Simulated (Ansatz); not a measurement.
**GePO+ (triplet): wave-function methods side by side, cc-pVDZ**

Aim: climb from Hartree-Fock through coupled cluster for GePO+ (triplet) at one geometry and basis, and see what each rung misses.

Method: cc-pVDZ, core rule «outside noble gas», up to 20 orbitals frozen; program: Ansatz 0.2.0, Gaussian basis.

The runs, in order: UHF; CCSD(T) on ROHF; CCSD(T) on UHF; BCCD(T) on ROHF; CISD as a restricted active space (open shells left free, so some higher excitations enter); CCSDT(Q) on ROHF; CCSDT(Q) on UHF.

31 further runs of the same task are left out: 8 for a known fault of the program, 14 that didn't finish, 9 set aside as unsound or not needed. Runs told in other sessions of the task aren't counted.

## (1) What is computed

The geometry is a PBE0/def2-TZVP stationary point (not a proven minimum) of the parent state, kept for this charge and spin. No spin-orbit coupling is included. The filled d shell of Ge may be among the frozen orbitals whatever the setting's name suggests.

3 atoms, charge 1, spin multiplicity 3.

Atoms are counted from 1 here; the program's logs count them from 0.

Bond lengths: Ge1–O2 1.780 Å, O2–P3 1.598 Å. Angles: Ge1–O2–P3 180.0°.

In the tables R marks a restricted open-shell determinant and U an unrestricted one; energies count from the table's Hartree-Fock row.

## (2) UHF

The input, in.yaml:

```yaml
crystal:
  periodic: [false, false, false]
  atoms:
    - {symbol: Ge, position_ang: [0.000000, 0.000000, 1.719200]}
    - {symbol: O, position_ang: [0.000000, 0.000000, -0.060500]}
    - {symbol: P, position_ang: [0.000000, 0.000000, -1.658700]}
basis:
  gaussian: {orbitals: cc-pVDZ}
total_charge: 1
magnetization: {spin_polarized: true, initial_magnetization: 2}
hamiltonian: {xc: hf}
output: {orbitals: {seedname: orbitals}}
```

Started as:

```bash
$ ansatz run in.yaml --threads 1 --pin off --events-out ev --progress --plain --max-ram 2393MiB
```

What it wrote:

```text
Functional definition: HF
  name "HF"
  cite "Fock, Z. Phys. 61, 126 (1930) doi:10.1007/BF01340294"
  parent pbe
  exchange = exact_x
  correlation = 0
650 factors; integrals over basis functions are off by at most 6.8e-4 eV
mean field evaluation 1: about -67766.6732 eV, gradient 4.4e1 eV
mean field evaluation 2: about -67766.6792 eV, gradient 4.4e1 eV
mean field evaluation 4: about -67774.5779 eV, gradient 3.6e0 eV
mean field evaluation 8: about -67774.7089 eV, gradient 2.6e-1 eV
mean field evaluation 16: about -67773.3960 eV, gradient 4.4e-1 eV
mean field evaluation 32: about -67769.6150 eV, gradient 2.3e0 eV
mean field evaluation 64: about -67767.6614 eV, gradient 1.7e0 eV
mean field evaluation 96: about -67767.3770 eV, gradient 5.8e0 eV
mean field -67774.71134253 eV, -2490.6747024886 hartree, gradient 1.3e-5 eV, S^2 2.031573; 1 other end points of the search recorded, 0 dependent functions left out
reference -67774.71134253 eV, -2490.6747024886 hartree; 28, 26 occupied and 31, 33 virtual orbitals, 650 factors
Total energy: -67774.71134253 eV, -2490.6747024886 hartree
```

Wall time 2.8 s (1 thread of Arm Neoverse V1, shared host).

From the report: ⟨S²⟩ of the determinant 2.032 (pure triplet: 2.00).

## (3) CCSD(T) on ROHF

Edit in.yaml of step 2 so:

```diff
@@ -9,4 +9,3 @@
 total_charge: 1
-magnetization: {spin_polarized: true, initial_magnetization: 2}
-hamiltonian: {xc: hf}
-output: {orbitals: {seedname: orbitals}}
+magnetization: {spin_polarized: false, initial_magnetization: 2}
+correlation: {method: ccsd_t, electrons: outside_noble_gas}
```

Launched as before.

What it wrote (excerpt; [...] marks lines left out):

```text
Functional definition: HF
  name "HF"
  cite "Fock, Z. Phys. 61, 126 (1930) doi:10.1007/BF01340294"
  parent pbe
[...]
650 factors; integrals over basis functions are off by at most 6.8e-4 eV
[...]
mean field -67774.53774509 eV, -2490.6683229003 hartree, gradient 1.7e-6 eV, S^2 2.000000; 6 other end points of the search recorded, 0 dependent functions left out
[...]
determinant -67774.53774509 eV, -2490.6683229003 hartree, with singles and doubles -67784.04874356 eV, -2491.0178456475 hartree
determinant -67773.15731622 eV, -2490.6175930752 hartree, with singles and doubles -67782.57347488 eV, -2490.9636305234 hartree
20 core orbitals not correlated: weight in the atoms' cores, before any rotation towards them, 0.994 or more for the frozen orbitals, at most 0.005 for the correlated occupied ones
reference -67774.53774509 eV, -2490.6683229003 hartree; 8, 6 occupied and 31, 33 virtual orbitals, 650 factors
second order -8.74044061 eV of doubles, -0.08319557 eV of singles
cycle   1  -9.51497223 eV  change   -4.0e-3 eV  update   4.9e-3
[...]
cycle  10  -9.51963478 eV  change    1.3e-7 eV  update   4.2e-6
perturbative correction -0.38353958 eV, -0.0140948195 hartree
Total energy: -67784.44091945 eV, -2491.0322578455 hartree
```

It took 11 s on 1 thread of Arm Neoverse V1, shared host.

From the report: correlation -9.9032 eV; T1 0.054; largest double amplitude 0.06.

## (4) CCSD(T) on UHF

Edit in.yaml of step 3 so:

```diff
@@ -9,3 +9,3 @@
 total_charge: 1
-magnetization: {spin_polarized: false, initial_magnetization: 2}
+magnetization: {spin_polarized: true, initial_magnetization: 2}
 correlation: {method: ccsd_t, electrons: outside_noble_gas}
```

The command is unchanged.

What it wrote (excerpt; [...] marks lines left out):

```text
Functional definition: HF
  name "HF"
  cite "Fock, Z. Phys. 61, 126 (1930) doi:10.1007/BF01340294"
  parent pbe
[...]
650 factors; integrals over basis functions are off by at most 6.8e-4 eV
[...]
mean field -67774.71134253 eV, -2490.6747024886 hartree, gradient 8.9e-6 eV, S^2 2.031573; 5 other end points of the search recorded, 0 dependent functions left out
determinant -67774.71134253 eV, -2490.6747024886 hartree, with singles and doubles -67784.05192979 eV, -2491.0179627391 hartree
determinant -67773.40550571 eV, -2490.6267138707 hartree, with singles and doubles -67782.58218106 eV, -2490.9639504695 hartree
20 core orbitals not correlated: weight in the atoms' cores, before any rotation towards them, 0.994 or more for the frozen orbitals, at most 0.005 for the correlated occupied ones
reference -67774.71134253 eV, -2490.6747024886 hartree; 8, 6 occupied and 31, 33 virtual orbitals, 650 factors
second order -8.64596897 eV of doubles, -0.00000000 eV of singles
cycle   1  -9.34261791 eV  change   -2.0e-3 eV  update   5.6e-3
[...]
cycle   9  -9.34709918 eV  change    1.7e-5 eV  update   9.0e-6
perturbative correction -0.38005067 eV, -0.0139666044 hartree
Total energy: -67784.43849237 eV, -2491.0321686520 hartree
```

It took 12 s on 1 thread of Arm Neoverse V1, shared host.

From the report: ⟨S²⟩ of the determinant 2.032 (pure triplet: 2.00); correlation -9.7271 eV; T1 0.049; largest double amplitude 0.06.

## (5) BCCD(T) on ROHF

Edit in.yaml of step 4 so:

```diff
@@ -9,3 +9,3 @@
 total_charge: 1
-magnetization: {spin_polarized: true, initial_magnetization: 2}
-correlation: {method: ccsd_t, electrons: outside_noble_gas}
+magnetization: {spin_polarized: false, initial_magnetization: 2}
+correlation: {method: bccd_t, electrons: outside_noble_gas}
```

Launched as before.

What it wrote (excerpt; [...] marks lines left out):

```text
Functional definition: HF
  name "HF"
  cite "Fock, Z. Phys. 61, 126 (1930) doi:10.1007/BF01340294"
  parent pbe
[...]
650 factors; integrals over basis functions are off by at most 6.8e-4 eV
[...]
mean field -67774.53774509 eV, -2490.6683229003 hartree, gradient 1.7e-6 eV, S^2 2.000000; 6 other end points of the search recorded, 0 dependent functions left out
[...]
determinant -67774.53774509 eV, -2490.6683229003 hartree, with singles and doubles -67784.04874356 eV, -2491.0178456475 hartree
determinant -67773.15731622 eV, -2490.6175930752 hartree, with singles and doubles -67782.57347488 eV, -2490.9636305234 hartree
20 core orbitals not correlated: weight in the atoms' cores, before any rotation towards them, 0.994 or more for the frozen orbitals, at most 0.005 for the correlated occupied ones
reference -67774.53774509 eV, -2490.6683229003 hartree; 8, 6 occupied and 31, 33 virtual orbitals, 650 factors
second order -8.74044061 eV of doubles, -0.08319557 eV of singles
cycle   1  -9.42367709 eV  change    8.7e-2 eV  update   4.4e-2
[...]
cycle  11  -9.45901728 eV  change   -1.5e-5 eV  update   1.6e-5
perturbative correction -0.44382251 eV, -0.0163101765 hartree
Total energy: -67784.44058488 eV, -2491.0322455503 hartree
```

It took 12 s on 1 thread of Arm Neoverse V1, shared host.

From the report: correlation -9.9028 eV; largest double amplitude 0.06.

## (6) CISD as a restricted active space (open shells left free, so some higher excitations enter)

Edit in.yaml of step 5 so:

```diff
@@ -10,2 +10,2 @@
 magnetization: {spin_polarized: false, initial_magnetization: 2}
-correlation: {method: bccd_t, electrons: outside_noble_gas}
+correlation: {active_space: {ras: {orbitals: [6, 2, 31], electrons: 14, max_holes: 2, max_particles: 2}, fixed_orbitals: true}}
```

Same command.

What it wrote:

```text
Functional definition: HF
  name "HF"
  cite "Fock, Z. Phys. 61, 126 (1930) doi:10.1007/BF01340294"
  parent pbe
  exchange = exact_x
  correlation = 0
650 factors; integrals over basis functions are off by at most 6.8e-4 eV
mean field evaluation 1: about -67766.6319 eV, gradient 6.1e1 eV
mean field evaluation 2: about -67766.6378 eV, gradient 6.1e1 eV
mean field evaluation 4: about -67773.8073 eV, gradient 1.1e1 eV
mean field evaluation 8: about -67774.5374 eV, gradient 4.8e-1 eV
mean field evaluation 16: about -67773.1169 eV, gradient 3.6e0 eV
mean field evaluation 32: about -67773.2240 eV, gradient 7.2e-1 eV
mean field evaluation 64: about -67773.7113 eV, gradient 3.1e0 eV
mean field -67774.53774509 eV, -2490.6683229003 hartree, gradient 1.7e-6 eV, S^2 2.000000; 6 other end points of the search recorded, 0 dependent functions left out
reference -67774.53774509 eV, -2490.6683229003 hartree; 28, 26 occupied and 31, 33 virtual orbitals, 650 factors
state -67783.01672592 eV, -2490.9799196985 hartree
Total energy: -67783.01672592 eV, -2490.9799196985 hartree
```

Run time: 12 s. Hardware: 1 thread of Arm Neoverse V1, shared host.

From the report: 76,354 determinants.

## (7) CCSDT(Q) on ROHF

Edit in.yaml of step 6 so:

```diff
@@ -10,2 +10,2 @@
 magnetization: {spin_polarized: false, initial_magnetization: 2}
-correlation: {active_space: {ras: {orbitals: [6, 2, 31], electrons: 14, max_holes: 2, max_particles: 2}, fixed_orbitals: true}}
+correlation: {method: ccsdt_q, electrons: outside_noble_gas}
```

Same command.

What it wrote (excerpt; [...] marks lines left out):

```text
Functional definition: HF
  name "HF"
  cite "Fock, Z. Phys. 61, 126 (1930) doi:10.1007/BF01340294"
  parent pbe
[...]
1101 factors; integrals over basis functions are off by at most 1.6e-7 eV
[...]
mean field -67774.53799401 eV, -2490.6683320482 hartree, gradient 1.6e-6 eV, S^2 2.000000; 6 other end points of the search recorded, 0 dependent functions left out
[...]
determinant -67774.53799401 eV, -2490.6683320482 hartree, with singles and doubles -67784.04900224 eV, -2491.0178551538 hartree
determinant -67773.15757645 eV, -2490.6176026383 hartree, with singles and doubles -67782.57374656 eV, -2490.9636405074 hartree
20 core orbitals not correlated: weight in the atoms' cores, before any rotation towards them, 0.994 or more for the frozen orbitals, at most 0.005 for the correlated occupied ones
reference -67774.53799401 eV, -2490.6683320482 hartree; 8, 6 occupied and 31, 33 virtual orbitals, 1101 factors
second order -8.74045129 eV of doubles, -0.08319613 eV of singles
cycle   1  -8.90605310 eV  change   -8.0e-2 eV  update   1.6e-1
[...]
cycle  21  -9.94806577 eV  change    2.8e-7 eV  update   8.6e-7
perturbative correction -0.03334413 eV, -0.0012253741 hartree
Total energy: -67784.51940391 eV, -2491.0351420963 hartree
```

It took 58 s on 1 thread of Arm Neoverse V1, shared host; peak memory 0.67 GiB.

From the report: correlation -9.9814 eV; T1 0.063; largest double amplitude 0.11.

## (8) CCSDT(Q) on UHF

Edit in.yaml of step 7 so:

```diff
@@ -9,3 +9,3 @@
 total_charge: 1
-magnetization: {spin_polarized: false, initial_magnetization: 2}
+magnetization: {spin_polarized: true, initial_magnetization: 2}
 correlation: {method: ccsdt_q, electrons: outside_noble_gas}
```

Launched as before.

What it wrote (excerpt; [...] marks lines left out):

```text
Functional definition: HF
  name "HF"
  cite "Fock, Z. Phys. 61, 126 (1930) doi:10.1007/BF01340294"
  parent pbe
[...]
1101 factors; integrals over basis functions are off by at most 1.6e-7 eV
[...]
mean field -67774.71159332 eV, -2490.6747117051 hartree, gradient 6.7e-6 eV, S^2 2.031573; 5 other end points of the search recorded, 0 dependent functions left out
determinant -67774.71159332 eV, -2490.6747117051 hartree, with singles and doubles -67784.05218810 eV, -2491.0179722320 hartree
determinant -67773.40576843 eV, -2490.6267235253 hartree, with singles and doubles -67782.58245213 eV, -2490.9639604313 hartree
20 core orbitals not correlated: weight in the atoms' cores, before any rotation towards them, 0.994 or more for the frozen orbitals, at most 0.005 for the correlated occupied ones
reference -67774.71159332 eV, -2490.6747117051 hartree; 8, 6 occupied and 31, 33 virtual orbitals, 1101 factors
second order -8.64597715 eV of doubles, -0.00000000 eV of singles
cycle   1  -8.72069218 eV  change   -7.5e-2 eV  update   1.6e-1
[...]
cycle  21  -9.77353037 eV  change   -5.2e-7 eV  update   1.1e-6
perturbative correction -0.06219111 eV, -0.0022854811 hartree
Total energy: -67784.54731480 eV, -2491.0361678025 hartree
```

Wall time 53 s (1 thread of Arm Neoverse V1, shared host); peak memory 0.52 GiB.

From the report: ⟨S²⟩ of the determinant 2.032 (pure triplet: 2.00); correlation -9.8357 eV; T1 0.057; largest double amplitude 0.11.

## (9) The ladder

No level here is safe as a reference; RCCSDT(Q) serves as a yardstick only. Rows without a time are mean-field rows or come out of runs for another level: lower rungs of the coupled-cluster runs, or the Hartree-Fock search.

Differences are taken before rounding.

| method | energy from the lowest ROHF (kJ/mol) | from RCCSDT(Q) (kJ/mol) | time |
| --- | --- | --- | --- |
| ROHF | 0.0 | +963.1 |  |
| UHF | -16.7 | +946.3 |  |
| RMP2 | -851.4 | +111.7 |  |
| UMP2 | -851.0 | +112.1 |  |
| RCCSD | -918.5 | +44.6 |  |
| UCCSD | -918.6 | +44.5 |  |
| RCCSD(T) | -955.5 | +7.6 | 11 s |
| UCCSD(T) | -955.3 | +7.8 | 12 s |
| BCCD(T) | -955.5 | +7.6 | 12 s |
| RCCSDT | -959.9 | +3.2 |  |
| UCCSDT | -959.8 | +3.3 |  |
| RCCSDT(Q) | -963.1 | 0 | 58 s |
| UCCSDT(Q) | -965.8 | -2.7 | 53 s |

Among the levels timed on like hardware and quicker than the yardstick, those that no quicker one beats, quickest first: RCCSD(T) (11 s, +7.6 kJ/mol); UCCSDT(Q) (53 s, -2.7 kJ/mol).

Not comparable, so not listed: CISD as a restricted active space (open shells left free, so some higher excitations enter) (they don't share determinant, frozen orbitals or solution with the rows shown, or repeat one).

## (10) What came out

| quantity | value |
| --- | --- |
| RCCSDT(Q) from the ROHF energy | -9.9817 eV |
| RMP2 from RCCSDT(Q) | +111.7 kJ/mol |
| UMP2 from RCCSDT(Q) | +112.1 kJ/mol |
| RCCSD from RCCSDT(Q) | +44.6 kJ/mol |
| RCCSD(T) from RCCSDT(Q) | +7.6 kJ/mol |
| UCCSD(T) from RCCSDT(Q) | +7.8 kJ/mol |
| UCCSDT(Q) from RCCSDT(Q) | -2.7 kJ/mol |
| T1 diagnostic | 0.054 |

In words: RCCSD(T) lands +7.6 kJ/mol from the yardstick (0.8 % of the correlation energy). Warnings: large T1 diagnostic.
